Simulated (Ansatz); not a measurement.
Crystal: MgI2.

```
CELL_PARAMETERS angstrom
4.14000 0.00000 0.00000
-2.07000 3.58535 0.00000
0.00000 0.00000 6.88000
ATOMIC_POSITIONS crystal
I 0.66667 0.33333 0.75000
I 0.33333 0.66667 0.25000
Mg 0.00000 0.00000 0.00000
```

Program: Ansatz 0.2.0. Alike in all runs: task band structure; potentials or basis Ansatz PAW; no spin polarisation; cell as given; smearing fixed. Hardware: 1 × NVIDIA H100 80GB HBM3 with 2 threads of AMD EPYC 7R13 Processor (Zen 3), on a shared host.

**Question.** Order these runs on this cell by their wall time, lowest first.
A. level LDA; k mesh 12 × 12 × 4; cutoff (eV) 420; level lda
B. level PBE0; k mesh 6 × 6 × 4; cutoff (eV) 420; level pbe0
C. level r2SCAN; k mesh 12 × 12 × 4; cutoff (eV) 500; level r2scan

**Answer.** A (3.1 s), C (9.2 s), B (32 s).

Not every run made on this cell is shown here.
